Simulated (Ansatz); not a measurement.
# C2H7BOSi: the cost of one run

Method: RKS PBE0-D4/def2-SVP, in Ansatz 0.2.0.

### Step 1. The starting structure

Bond lengths: C1–B2 1.553 Å, B2–C3 1.595 Å, C3–O4 1.419 Å, B2–Si5 1.928 Å, O4–Si5 1.738 Å, C1–H6 1.073 Å, C1–H7 1.092 Å, C1–H8 1.169 Å, C3–H9 1.097 Å, C3–H10 1.160 Å, Si5–H11 1.467 Å, Si5–H12 1.433 Å. Angles (14 of 22 angles, heavy atoms first): C1–B2–C3 131.4°, C1–B2–Si5 135.0°, C3–B2–Si5 79.6°, B2–C3–O4 106.6°, C3–O4–Si5 91.4°, B2–Si5–O4 82.3°, B2–C1–H6 113.5°, B2–C1–H7 110.4°, B2–C1–H8 106.1°, B2–C3–H9 111.9°, B2–C3–H10 110.0°, O4–C3–H9 114.6°, O4–C3–H10 106.8°, B2–Si5–H11 111.8°.

Coordinates:

```xyz
12

C    -1.2223    0.0995    1.2942
B     0.0058    0.2397    0.3535
C     1.1739   -0.7816   -0.0147
O     1.5078   -0.5413   -1.3725
Si    0.2533    0.6538   -1.5134
H    -0.9574   -0.0739    2.3190
H    -1.9114   -0.6562    0.9112
H    -1.7737    1.1296    1.2619
H     0.8975   -1.8188    0.2110
H     2.1215   -0.5432    0.6102
H     0.8404    1.9846   -1.7026
H    -0.8584    0.2524   -2.3239
```

### Step 2. End point A

The input, input.yaml:

```yaml
crystal:
  periodic: [false, false, false]
  atoms:
    - { symbol: C, position_ang: [-1.2223, 0.0995, 1.2942] }
    - { symbol: B, position_ang: [0.0058, 0.2397, 0.3535] }
    - { symbol: C, position_ang: [1.1739, -0.7816, -0.0147] }
    - { symbol: O, position_ang: [1.5078, -0.5413, -1.3725] }
    - { symbol: Si, position_ang: [0.2533, 0.6538, -1.5134] }
    - { symbol: H, position_ang: [-0.9574, -0.0739, 2.319] }
    - { symbol: H, position_ang: [-1.9114, -0.6562, 0.9112] }
    - { symbol: H, position_ang: [-1.7737, 1.1296, 1.2619] }
    - { symbol: H, position_ang: [0.8975, -1.8188, 0.211] }
    - { symbol: H, position_ang: [2.1215, -0.5432, 0.6102] }
    - { symbol: H, position_ang: [0.8404, 1.9846, -1.7026] }
    - { symbol: H, position_ang: [-0.8584, 0.2524, -2.3239] }
basis:
  gaussian: { orbitals: def2-SVP }
hamiltonian:
  xc: pbe0
  dispersion: d4
relax:
  f_tol: 0.02
  max_steps: 50
```

Command:

```bash
$ ansatz run input.yaml --threads 2 --pin off --max-ram 3072MiB --backend cpu --events-out ev --progress --plain --runs-dir out
```

**Question.** How long does this run take on 2 threads of AMD EPYC 9R45 (Zen 5), shared host, and how much memory does it need?

About 11 s, with a peak of 0.26 GiB.
